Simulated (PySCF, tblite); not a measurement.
**C₄H₉FSi₂: geometry, infrared bands and NMR shifts**

Wanted: the infrared bands and NMR shifts of C₄H₉FSi₂ (`FC[C@@H]1C=C[SiH2][SiH2]1`), by calculation.

Programs: tblite 0.8.0 and PySCF 2.14.0, with density-fitted response routines of our own. Each step states its level of theory. These are calculated values for one molecule in the gas phase, unless marked as measured. Atoms are numbered from 0 throughout.

### 1 Starting geometry

16 atoms, charge 0, multiplicity 1; geometry from: force field or distance geometry start.

Bonds of the start (Å): F0–C1 1.35, C1–C2 1.55, C2–C3 1.53, C3–C4 1.34, C4–Si5 1.86, Si5–Si6 2.32, Si6–C2 1.94, C1–H7 1.09, C1–H8 1.09, C2–H9 1.10, C3–H10 1.09, C4–H11 1.08, Si5–H12 1.49, Si5–H13 1.49, Si6–H14 1.49, Si6–H15 1.48.

### 2 Geometry optimisation with GFN2-xTB

What the job is given:

```
{"job": {"kind": "relax", "xc": "GFN2-xTB", "basis": "xTB"}, "charge": 0, "multiplicity": 1}
F     -1.849400     0.470100    -1.363200
C     -2.082000     0.083900    -0.088200
C     -0.734700    -0.121100     0.652300
C      0.057700     1.189100     0.702000
C      1.277200     1.308100     0.165900
Si     2.046400    -0.124200    -0.729100
Si     0.313700    -1.543100    -0.137200
H     -2.659900    -0.838600    -0.104200
H     -2.675900     0.850800     0.407000
H     -0.958000    -0.431100     1.684000
H     -0.394000     2.027400     1.223300
H      1.841000     2.229100     0.200600
H      3.346900    -0.497000    -0.100800
H      2.155200     0.129900    -2.190100
H      0.695600    -2.516500     0.924800
H     -0.387600    -2.207700    -1.258500
```

Command:

```bash
OMP_NUM_THREADS=1 python probes_run.py task.json out
```

The driver reads the jobs from task.json and runs them one after another.

**Question.** This job is followed by: GFN2-xTB harmonic vibrations, gas phase; GIAO PBE0/pcSseg-1 NMR shielding, non-relativistic, gas phase. What will the session give for the following? strongest single infrared mode (GFN2-xTB); zero-point energy (GFN2-xTB); 13C shifts against TMS (PBE0/pcSseg-1); 1H shifts against TMS (PBE0/pcSseg-1); 19F shifts against CFCl3 (PBE0/pcSseg-1); 29Si shifts against TMS (PBE0/pcSseg-1).

The runs gave:

| quantity | value |
| --- | --- |
| strongest single infrared mode (GFN2-xTB) | 2187 cm⁻¹, 565 km/mol |
| zero-point energy (GFN2-xTB) | 69.9 kcal/mol |
| 13C shifts against TMS (PBE0/pcSseg-1) | 163.3, 136.0, 88.1, 41.8 ppm |
| 1H shifts against TMS (PBE0/pcSseg-1) | 7.08, 6.49, 4.96, 4.91, 4.42, 4.32, 3.92, 3.91, 2.48 ppm |
| 19F shifts against CFCl3 (PBE0/pcSseg-1) | -239.1 ppm |
| 29Si shifts against TMS (PBE0/pcSseg-1) | -69.6, -75.5 ppm |

What this shows: Relaxing lowered the energy by 0.187 eV in 58 steps; the close pair that moved most is C4–Si5, from 1.856 to 1.886 Å. No mode is imaginary among the 42: a minimum at this level. The strongest single mode, at 2187 cm⁻¹, moves mainly H12 and H14. Unscaled tight-binding wavenumbers are off by several per cent, some by more. Its intensities can rank the bands wrongly. At PBE0/pcSseg-1: The widest tensor belongs to C3: span 227 ppm, with a paramagnetic part of -232 ppm.
